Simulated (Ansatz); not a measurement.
# CH5NO2SeSi: the cost of one run

Program: Ansatz 0.2.0. Level of theory: RKS BHLYP-D4/def2-SVP. These are calculated values, not measurements.

1 further run of the same task is left out (it didn't finish).

## Step 1: The system as given

Bond lengths: N1–Si2 1.780 Å, Si2–Se3 2.249 Å, Si2–O4 1.719 Å, O4–C5 1.429 Å, Si2–O6 1.707 Å, C5–O6 1.433 Å, N1–H7 0.995 Å, N1–H8 1.031 Å, Se3–H9 1.559 Å, C5–H10 1.088 Å, C5–H11 1.107 Å. Angles (14 of 18 angles, heavy atoms first): N1–Si2–Se3 114.1°, N1–Si2–O4 115.2°, N1–Si2–O6 115.3°, Se3–Si2–O4 112.2°, Se3–Si2–O6 114.1°, O4–Si2–O6 82.0°, Si2–O4–C5 87.0°, O4–C5–O6 103.5°, Si2–O6–C5 87.3°, Si2–N1–H7 108.6°, Si2–N1–H8 104.7°, Si2–Se3–H9 92.9°, O4–C5–H10 114.5°, O4–C5–H11 109.0°.

Coordinates:

```xyz
11

N    -1.1294   -1.5048    0.1956
Si    0.1464   -0.2655    0.1301
Se    1.8440   -0.6190    1.5627
O     0.6997    0.1339   -1.4478
C     0.0853    1.4102   -1.2574
O    -0.4054    1.3488    0.0875
H    -0.7195   -2.3917    0.0089
H    -1.4906   -1.4569    1.1606
H     0.9142   -0.5231    2.8102
H    -0.7449    1.6160   -1.9304
H     0.8655    2.1951   -1.2993
```

## Step 2: End point A

File input.yaml:

```yaml
crystal:
  periodic: [false, false, false]
  atoms:
    - { symbol: "N", position_ang: [-1.1294, -1.5048, 0.1956] }
    - { symbol: Si, position_ang: [0.1464, -0.2655, 0.1301] }
    - { symbol: Se, position_ang: [1.844, -0.619, 1.5627] }
    - { symbol: O, position_ang: [0.6997, 0.1339, -1.4478] }
    - { symbol: C, position_ang: [0.0853, 1.4102, -1.2574] }
    - { symbol: O, position_ang: [-0.4054, 1.3488, 0.0875] }
    - { symbol: H, position_ang: [-0.7195, -2.3917, 0.0089] }
    - { symbol: H, position_ang: [-1.4906, -1.4569, 1.1606] }
    - { symbol: H, position_ang: [0.9142, -0.5231, 2.8102] }
    - { symbol: H, position_ang: [-0.7449, 1.616, -1.9304] }
    - { symbol: H, position_ang: [0.8655, 2.1951, -1.2993] }
basis:
  gaussian: { orbitals: def2-SVP }
hamiltonian:
  xc: { name: BHLYP }
  dispersion: d4
relax:
  f_tol: 0.015
  max_steps: 40
```

Started as:

```bash
$ ansatz run input.yaml --threads 2 --pin off --max-ram 3072MiB --backend cpu --events-out ev --progress --plain --runs-dir out
```

**Question.** How long does this run take on 2 threads of Arm Neoverse V1, shared host, and how much memory does it need?

About 1.9 min, with a peak of 0.36 GiB.
